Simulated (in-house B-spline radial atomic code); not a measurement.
**P³⁺: density, ELF and screening along the radius**

Aim: the shell structure of P³⁺ in the radial density, the electron localisation function and the screened nuclear charge, under several settings.

Program: in-house B-spline radial atomic code version 1. Level of theory: several methods, spin-polarised, as named in each step; spherical all-electron atom at the radial basis limit. These are calculated values, not measurements, unless marked.

### Step 1. Starting point

```
element       : phosphorus (Z = 15)
charge        : +3
electrons     : 12
configuration : [Ne] 3s2
nucleus       : point (non-relativistic runs) or finite (X2C runs)
```

The outer shells:

[Ne] 3s2
```
[Ne] core
3s [↑↓]
```

Where spins are not typed, each open shell is filled with up spins first.

### Step 2. LDA (VWN5), non-rel.

Input settings:

```ini
Z = 15
electrons = 12.0
configuration = [Ne] 3s2
hamiltonian = nr
method = lda,vwn
spin_polarised = True
```

On the command line:

```sh
> python run_scf.py task.json out
```

The settings of every run stand in task.json; they run in order.

### Step 3. PBE, non-rel.

Input settings:

```ini
Z = 15
electrons = 12.0
configuration = [Ne] 3s2
hamiltonian = nr
method = pbe,pbe
spin_polarised = True
```

### Step 4. Hartree-Fock, non-rel.

Input settings:

```ini
Z = 15
electrons = 12.0
configuration = [Ne] 3s2
hamiltonian = nr
method = hf
spin_polarised = True
```

### Step 5. M06-L, non-rel.

Input settings:

```ini
Z = 15
electrons = 12.0
configuration = [Ne] 3s2
hamiltonian = nr
method = m06l
spin_polarised = True
```

### Step 6. ωB97X, non-rel.

Input settings:

```ini
Z = 15
electrons = 12.0
configuration = [Ne] 3s2
hamiltonian = nr
method = wb97x
spin_polarised = True
```

How large is the system in each run, where do the shell borders lie, and what is the highest level?

**Answer**, as computed:

| run | total energy (hartree) | highest level (eV) | radius holding 50 / 90 / 99 % (bohr) | radius at n = 0.001 (bohr) | ELF minima on the full grid (bohr) |
| --- | --- | --- | --- | --- | --- |
| LDA (VWN5), non-rel. | -337.7784 | -45.636 | 0.449 / 1.49 / 2.70 | 3.08 | 0.17, 0.98 |
| PBE, non-rel. | -338.8916 | -45.504 | 0.448 / 1.50 / 2.70 | 3.08 | 0.17, 0.98 |
| Hartree-Fock, non-rel. | -338.5634 | -49.883 | 0.448 / 1.51 / 2.73 | 3.11 | 0.17, 0.99 |
| M06-L, non-rel. | -339.0545 | -45.586 | 0.448 / 1.49 / 2.66 | 3.04 | 0.17, 0.98 |
| ωB97X, non-rel. | -339.0521 | -49.467 | 0.448 / 1.50 / 2.69 | 3.07 | 0.17, 0.98 |

In the first run ELF has 2 minima on the grid, which mark the borders between shells. On the record's full grid the screened charge (r times the electrostatic potential) falls from 14.9 near the nucleus to 3.00 at 5.8 bohr; far out it tends to the net charge, 3. The radius that holds 99 % of the electrons runs from 2.66 bohr (M06-L, non-rel.) to 2.73 bohr (Hartree-Fock, non-rel.). The grid is coarse (about 19 % a step), so the places of minima are rough.
